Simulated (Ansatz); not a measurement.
Run this with the Python package of Ansatz (0.2.0) and show what comes out.

`methods.py`:
```python
"""One geometry of C2H7ClGe, method by method."""

import warnings

import ansatz as az
from ase import Atoms


def main() -> None:
    warnings.simplefilter("ignore", az.DeckWarning)

    atoms = Atoms(["C", "C", "Cl", "Ge", "H", "H", "H", "H", "H", "H", "H"], positions=[
        (-0.585, 1.2116, 0.1735),
        (0.5396, 0.3856, -0.2654),
        (1.9366, 0.7568, 0.7239),
        (0.1706, -1.4884, -0.0765),
        (-1.5166, 1.0279, -0.4894),
        (-0.3741, 2.3453, 0.0396),
        (-0.8644, 1.0679, 1.2293),
        (0.8275, 0.6094, -1.3346),
        (1.3084, -2.3447, -0.4769),
        (-1.13, -1.8278, -0.9345),
        (-0.2473, -1.8004, 1.4315),
    ])
    c2h7clge = az.Crystal.molecule_from_ase(atoms)

    base = c2h7clge.calculation().basis(gaussian="def2-SVP")

    methods = ["mp2", "ccsd", "ccsd_t"]
    reports = [base.correlation(m).run(threads=1, backend="cpu").report for m in methods]
    print(f"Hartree-Fock reference {reports[0]['reference_energy_ev'] / 27.211386246:.6f} Ha")
    best = reports[-1]["free_energy_ev"] - reports[-1]["reference_energy_ev"]
    for method, each in zip(methods, reports):
        gained = each["free_energy_ev"] - each["reference_energy_ev"]
        print(f"{method:8s} total {each['free_energy_ev'] / 27.211386246:.6f} Ha  correlation {gained:9.4f} eV  ({100 * gained / best:.1f} % of the last)")


if __name__ == "__main__":
    main()
```

Output of `python methods.py`:
```text
Hartree-Fock reference -2614.183931 Ha
mp2      total -2614.849065 Ha  correlation  -18.0992 eV  (90.9 % of the last)
ccsd     total -2614.895863 Ha  correlation  -19.3726 eV  (97.3 % of the last)
ccsd_t   total -2614.915942 Ha  correlation  -19.9190 eV  (100.0 % of the last)
```

What to keep in mind:
- Total energies depend on the basis set; only differences at equal settings carry meaning.
- The geometry is a force-field or estimated start, not a minimum of this method, and the basis set is short of its limit. A lower total doesn't mark the better method: functionals have no common bound, and MP2 and coupled cluster aren't variational.
- Inner cores stay frozen; a filled d shell under the valence of the heavier atoms is correlated with it.
- Timing: 41 s on 1 thread of Arm Neoverse V1, with other jobs on the host, peak memory 0.62 GiB.
